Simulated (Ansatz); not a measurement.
# CH4BrFOSi: the cost of one run

Computed with Ansatz 0.2.0. Level: RHF/def2-SVP.

### 1 The system as given

SMILES `O[SiH2]C(F)Br`, 9 atoms, charge 0, spin multiplicity 1.

Atoms are counted from 1 here; the program's logs count them from 0.

Bond lengths: O1–Si2 1.673 Å, O1–H6 0.974 Å, Si2–C3 1.922 Å, Si2–H7 1.494 Å, Si2–H8 1.508 Å, C3–F4 1.380 Å, C3–Br5 1.979 Å, C3–H9 1.111 Å. Angles: Si2–O1–H6 115.4°, O1–Si2–C3 110.6°, O1–Si2–H7 107.3°, O1–Si2–H8 112.5°, C3–Si2–H7 109.9°, C3–Si2–H8 105.0°, H7–Si2–H8 111.5°, Si2–C3–F4 108.9°, Si2–C3–Br5 109.7°, Si2–C3–H9 115.2°, F4–C3–Br5 109.7°, F4–C3–H9 108.9°, Br5–C3–H9 104.4°.

Geometry (Å):

```xyz
9
CH4BrFOSi
O    -1.8004    0.4437    0.3314
Si   -0.6089   -0.6478   -0.1009
C     1.1135    0.2054   -0.1212
F     1.3990    0.6645    1.1490
Br    1.0907    1.7248   -1.3894
H    -1.6418    0.9271    1.1616
H    -0.9436   -1.1530   -1.4665
H    -0.4734   -1.7779    0.8885
H     1.9535   -0.4331   -0.4697
```

This geometry comes from a loose relaxation at PBE in a small basis, which is not shown.

### 3 Setting up the map

First coordinate, angle H6–O1–Si2: 13 values from 76.6 to 166.6 °. Second coordinate, dihedral H6–O1–Si2–C3: 12 values from −180 to 150 °, periodic.

Nothing else is relaxed (all other coordinates rigid). Energies count from the relaxed molecule at the same level. Points are written as (first, second).

(The set-up runs are not shown.)

### 4 Point (114.1°, −150°)

input.yaml

```yaml
crystal:
  periodic: [false, false, false]
  atoms:
    - { symbol: O, position_ang: [-1.766207, 0.427108, 0.36013] }
    - { symbol: Si, position_ang: [-0.607357, -0.636918, -0.098126] }
    - { symbol: C, position_ang: [-0.45465, -0.685634, -2.005932] }
    - { symbol: F, position_ang: [-0.122868, 0.550543, -2.45225] }
    - { symbol: Br, position_ang: [-2.124455, -1.231413, -2.854397] }
    - { symbol: H, position_ang: [-1.609557, 0.829972, 1.199895] }
    - { symbol: H, position_ang: [-0.977734, -1.972873, 0.386845] }
    - { symbol: H, position_ang: [0.732085, -0.237241, 0.387023] }
    - { symbol: H, position_ang: [0.288448, -1.389308, -2.371324] }
basis:
  gaussian: { orbitals: def2-SVP }
hamiltonian:
  xc: hf
output:
  forces: true
```

Launch:

```
> ansatz run input.yaml --threads 1 --pin off --max-ram 2560MiB --backend cpu --events-out ev --progress --plain --runs-dir out
```

Q: Estimate wall time and peak memory on 1 thread of Arm Neoverse V1, shared host.

About 2.9 s, with a peak of 0.22 GiB.
